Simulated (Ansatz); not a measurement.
Working through a rigid scan of one bond length of ClGe₂H₆N, SMILES [NH2][GeH]([Cl])[GeH3]

Computed with the Python package of Ansatz (0.2.0).

Input file `clge2h6n.xyz`:
```text
10

N    -0.41990    0.82820   -1.63740
Ge    0.69730    0.29080   -0.31920
Cl    2.21480   -0.93550   -1.21570
Ge   -0.43540   -0.97830    1.29540
H     0.08840    1.47400   -2.30960
H    -1.17100    1.50530   -1.18440
H     1.37320    1.52350    0.37750
H    -1.11210   -2.20010    0.59750
H    -1.61660   -0.09180    1.96810
H     0.46440   -1.46730    2.43070
```

At the Python prompt:
```pycon
>>> import ansatz as az
>>> import numpy as np
>>> molecule = az.Crystal.molecule_from_extxyz('clge2h6n.xyz')
>>> symbols = [site.symbol for site in molecule.cartesian_sites]
>>> start = np.array([site.position_ang for site in molecule.cartesian_sites])
>>> axis = (start[4] - start[0]) / np.linalg.norm(start[4] - start[0])
>>> moving = [4]
>>> lengths, energies = [0.934, 0.977, 1.019, 1.062, 1.104, 1.147, 1.189, 1.253], []
>>> for length in lengths:
...     xyz = start.copy()
...     xyz[moving] += (length - np.linalg.norm(start[4] - start[0])) * axis
...     point = az.Crystal.molecule()
...     for symbol, place in zip(symbols, xyz):
...         point = point.atom(symbol, place.tolist())
...     calculation = point.calculation().basis(gaussian='def2-SVP').functional('cam_b3lyp')
...     data = calculation.run(threads=1).report
...     energies.append(data['free_energy_ev'])
...     print(f'r = {length:6.3f} A  E = {energies[-1]:.5f} eV  <S^2> = {abs(data["mean_field"]["state"]["spin_squared"]):.3f}')
...
r =  0.934 A  E = -127134.64430 eV  <S^2> = 0.000
r =  0.977 A  E = -127134.80143 eV  <S^2> = 0.000
r =  1.019 A  E = -127134.85082 eV  <S^2> = 0.000
r =  1.062 A  E = -127134.81993 eV  <S^2> = 0.000
r =  1.104 A  E = -127134.72923 eV  <S^2> = 0.000
r =  1.147 A  E = -127134.58979 eV  <S^2> = 0.000
r =  1.189 A  E = -127134.41975 eV  <S^2> = 0.000
r =  1.253 A  E = -127134.11620 eV  <S^2> = 0.000
>>> # quartic fit about the minimum
>>> fit = np.polynomial.Polynomial.fit(lengths, np.array(energies) - min(energies), 4).convert()
>>> roots = [r.real for r in fit.deriv().roots() if abs(r.imag) < 1e-9 and fit.deriv(2)(r.real) > 0]
>>> r_e = min(roots, key=lambda r: abs(r - lengths[int(np.argmin(energies))]))
>>> print(f'minimum of the fit at {r_e:.4f} A, force constant {fit.deriv(2)(r_e):.2f} eV/A^2')
minimum of the fit at 1.0227 A, force constant 43.79 eV/A^2
```

What to keep in mind:
- Total energies depend on the basis set; only differences at equal settings carry meaning.
- The rest of the molecule is held rigid at a force-field or estimated start geometry, and the basis set is modest; single-reference methods fail as a bond breaks.
- The orbitals are restricted, so S² is zero by construction.
- It ran for 60 s on 1 thread of Arm Neoverse V2, on a shared host, peak memory 0.47 GiB.
